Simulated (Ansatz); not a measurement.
HfIn4SiO6 under changes of volume

One of the cells (15.770 Å³/atom); the others are scaled copies at fixed shape and fractional positions:

```xyz
12
Lattice="2.7160 -4.7033 0.0045 2.7160 4.7033 0.0045 -1.8631 0.0000 7.4041" Properties=species:S:1:pos:R:3 pbc="T T T"
Hf    2.7160    2.7768    0.0045
In    1.7845    1.2098    3.7066
In    2.7160   -0.3586    0.0045
In    1.7845    4.3741    3.7066
In    1.7845   -1.9666    3.7066
Si    2.7160   -3.4942    0.0045
O    -1.1351   -0.1798    6.4177
O     4.7040   -0.1798    0.9954
O     1.6933   -2.1708    6.4226
O     1.8757   -2.1708    0.9906
O     1.5632    1.2736    0.9906
O     2.0058    1.2736    6.4226
```

The cell was built by a generator and needn't be a form met in nature.

```yaml
Program: Ansatz 0.2.0
Functional: PBE
Potentials_or_basis: Ansatz PAW
Cutoff: "420 eV (not typed: the program's choice for these potentials)"
k_mesh: 6 × 6 × 4
Occupations: fermi-dirac, width 0.05 eV
Spin: no spin polarisation
```

| volume (Å³/atom) | energy over the lowest point (meV/atom) | pressure (GPa) | largest force (eV/Å) |
| --- | --- | --- | --- |
| 14.824 | 23.52 | 8.4 | 0.709 |
| 15.140 | 10.09 | 5.3 | 0.457 |
| 15.455 | 2.44 | 2.5 | 0.225 |
| 15.770 | 0.00 | 0.0 | 0.013 |
| 16.086 | 2.18 | -2.2 | 0.188 |
| 16.401 | ? | ? | ? |
| 16.717 | 18.56 | -6.0 | 0.536 |

Question: What does the run at 16.401 Å³/atom give?

Answer: Energy over the lowest point 8.52 meV/atom; pressure -4.2 GPa; largest force 0.369 eV/Å.

Worked out: A Birch-Murnaghan fit of order 3 (a polynomial in V^(-2/3)) to the other rows has its minimum at 15.77 Å³/atom with B0 = V·E''(V) = 117 GPa and B' = 4.5 at fixed shape and positions, which overstates the stiffness. It gives 8.50 meV/atom at 16.401 Å³/atom, against the run's 8.52, and -dE/dV = -4.2 GPa, against -4.2.

Energies are extrapolated to zero smearing.
